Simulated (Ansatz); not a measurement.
# ZrB2: the cost of one run

Method: DFT, levels as named, plane waves, PAW, in Ansatz 0.2.0.

### 1 The starting structure

It takes space group P6/mmm (No. 191, hexagonal). Conventional cell: a = 3.170 Å, b = 3.170 Å, c = 3.533 Å, α = 90.00°, β = 90.00°, γ = 120.00°. Zr (site symmetry 6/mmm) is surrounded by 12 B at 2.54 Å. B (site symmetry -6m2) has 3 B at 1.83 Å and 6 Zr at 2.54 Å as nearest neighbours.

Coordinates:

```cif
data_structure
_symmetry_space_group_name_H-M 'P6/mmm'
_symmetry_Int_Tables_number 191
_cell_length_a 3.1700
_cell_length_b 3.1700
_cell_length_c 3.5330
_cell_angle_alpha 90.000
_cell_angle_beta 90.000
_cell_angle_gamma 120.000
_cell_volume 30.75
loop_
_atom_site_label
_atom_site_type_symbol
_atom_site_symmetry_multiplicity
_atom_site_Wyckoff_symbol
_atom_site_fract_x
_atom_site_fract_y
_atom_site_fract_z
_atom_site_occupancy
Zr1 Zr 1 a 0.00000 0.00000 0.00000 1
B1 B 2 d 0.33333 0.66667 0.50000 1
```

### 2 PBE: cell and atoms

Input file input.yaml:

```yaml
crystal:
  lattice:
    - [3.17, 0.0, 0.0]
    - [-1.585, 2.74530053, 0.0]
    - [0.0, 0.0, 3.533]
  atoms:
    - { symbol: Zr, position: [0.0, 0.0, 0.0] }
    - { symbol: B, position: [0.33333333, 0.66666667, 0.5] }
    - { symbol: B, position: [0.66666667, 0.33333333, 0.5] }
  symmetry: { tolerance: 0.0003 }
hamiltonian:
  xc: pbe
  pseudopotentials: { kind: paw, azcp: { folder: soft_1 } }
basis:
  ecutwfc: 420
magnetization:
  spin_polarized: false
scf:
  occupations: { method: fermi_dirac, width: 0.1 }
kpoints:
  mp_grid: { grid: [11, 11, 9], shift: [0, 0, 0] }
output:
  forces: true
  stress: true
  eigenvalues: true
relax:
  max_steps: 60
  cell: {}
```

Launch:

```sh
> ansatz run input.yaml --threads 2 --pin off --max-ram 5632MiB --backend cpu --events-out ev --progress --plain --runs-dir out
```

**Question.** How long does this run take on 2 threads of Arm Neoverse V2, shared host, and how much memory does it need?

About 3.8 s, with a peak of 0.32 GiB.
